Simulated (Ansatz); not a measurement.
# C3O5: the cost of one run

Computed with Ansatz 0.2.0 (the levels named in each step, unless a step's input says otherwise).

## (1) The structure to begin with

Bond lengths: O1–C2 1.146 Å, C2–O3 1.141 Å, O4–C5 1.144 Å, C5–O6 1.143 Å, C7–O8 1.128 Å. Angles: O1–C2–O3 179.6°, O4–C5–O6 179.3°.

Structure file:

```xyz
8

O    -0.8153   -0.7521   -0.0524
C    -1.1656   -1.8153   -0.2974
O    -1.5206   -2.8716   -0.5442
O     0.7268    1.5162   -1.3628
C     0.0978    1.9502   -0.5112
O    -0.5277    2.3975    0.3347
C     1.5913   -0.8526    1.1677
O     1.7439    0.2488    1.3551
```

## (2) A rough first relaxation, PBE-D4/def2-SVP

This run stands in another session on the same molecule. It ended at:

```xyz
8

O    -1.5210   -0.6242    0.3394
C    -1.1748   -1.5700   -0.2681
O    -0.8465   -2.5151   -0.8786
O     0.5484    1.0306   -1.1890
C    -0.0526    1.8547   -0.6041
O    -0.6455    2.6840   -0.0247
C     1.5920   -0.9495    1.1606
O     2.2304   -0.0893    1.5541
```

## (3) Relaxation, HF/STO-3G

input.yaml reads:

```yaml
crystal:
  periodic: [false, false, false]
  atoms:
    - { symbol: O, position_ang: [-1.52096253, -0.62420222, 0.33940516] }
    - { symbol: C, position_ang: [-1.17478135, -1.57003905, -0.26812864] }
    - { symbol: O, position_ang: [-0.84647236, -2.51513838, -0.87864887] }
    - { symbol: O, position_ang: [0.54842073, 1.03057756, -1.18904737] }
    - { symbol: C, position_ang: [-0.05259303, 1.85474674, -0.60409613] }
    - { symbol: O, position_ang: [-0.64548242, 2.68396544, -0.02467562] }
    - { symbol: C, position_ang: [1.59196796, -0.94953376, 1.16063575] }
    - { symbol: O, position_ang: [2.23041301, -0.08929632, 1.55408571] }
basis:
  gaussian: { orbitals: STO-3G }
hamiltonian:
  xc: hf
relax:
  f_tol: 0.002
  max_steps: 150
```

On the command line:

```
$ ansatz run input.yaml --threads 4 --pin off --max-ram 10240MiB --backend cpu --events-out ev --progress --plain --runs-dir out
```

What time and memory should one allow on 4 threads of Intel Xeon Platinum 8488C (Sapphire Rapids), shared host?

About 8.9 s, with a peak of 0.11 GiB.
